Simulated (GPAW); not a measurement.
Here is a GPAW 26.7.0 calculation.

Contents of run.py:

```python
from ase.dft.bandgap import bandgap
from ase.io import read, write
from ase.units import GPa
from gpaw import GPAW, PW

atoms = read('POSCAR')

calc = GPAW(mode=PW(600),
            xc='PBE',
            kpts={'size': (8, 8, 8), 'gamma': True},
            occupations={'name': 'fermi-dirac', 'width': 0.05},
            nbands=26,
            convergence={'density': 1e-05, 'energy': 1e-05},
            maxiter=150,
            txt='gpaw.txt')
atoms.calc = calc
energy = atoms.get_potential_energy()
forces = atoms.get_forces()
stress = atoms.get_stress()
calc.write('gs.gpw')
write('result.traj', atoms)
print(f'Energy: {energy:.6f} eV')
print('Forces (eV/A):')
print(forces.round(4))
print('Stress (GPa):', (stress / GPa).round(3))
print('Fermi level:', round(calc.get_fermi_level(), 4), 'eV')
print(f'Gap: {bandgap(calc)[0]:.4f} eV, direct: {bandgap(calc, direct=True)[0]:.4f} eV')

path = atoms.cell.bandpath('GXMGRX,MR', npoints=80, eps=1e-4)
bs_calc = calc.fixed_density(kpts=path, symmetry='off', nbands=38,
                             convergence={'bands': 'CBM+6.0', 'eigenstates': 1e-6}, txt='bands.txt')
bs = bs_calc.band_structure()
bs.write('bs.json')
print(f'Gap on the path: {bandgap(bs_calc)[0]:.4f} eV')
```

POSCAR

```
RuAu
1.0
    3.1648100000      0.0000000000      0.0000000000
    0.0000000000      3.1648100000      0.0000000000
    0.0000000000      0.0000000000      3.1648100000
Ru Au
1 1
Direct
    0.0000000000      0.0000000000      0.0000000000
    0.5000000000      0.5000000000      0.5000000000
```

Potentials or basis: GPAW PAW data sets (gpaw-data 1.2.1), pw.

Command:

```sh
$ OMP_NUM_THREADS=1 python run.py
```

What does it give for the band gap along the path?

None (metal or under the smearing width).

Predict the pressure.

2.0 GPa.

Levels at the corners of the path, in eV from the Fermi level:
```
point  band 11  band 12  band 13  band 14  band 15  band 16
    Γ    -1.16    -1.16     0.53     0.53     0.53     7.72
    X    -2.81    -1.76    -1.66    -1.66    -0.46     1.40
    M    -0.79     0.22     0.22     0.44     0.78     0.78
    Γ    -1.16    -1.16     0.53     0.53     0.53     7.72
    R    -2.77    -2.77     0.51     0.51     3.45     8.87
    X    -2.81    -1.76    -1.66    -1.66    -0.46     1.40
    M    -0.79     0.22     0.22     0.44     0.78     0.78
    R    -2.77    -2.77     0.51     0.51     3.45     8.87
```

Caveat: with this Au data set, volumes or pressures lay over 1.5 % or 2 GPa off other programs in two to four cells of ten; spin-orbit coupling is left out, which moves the levels of the heavy elements.
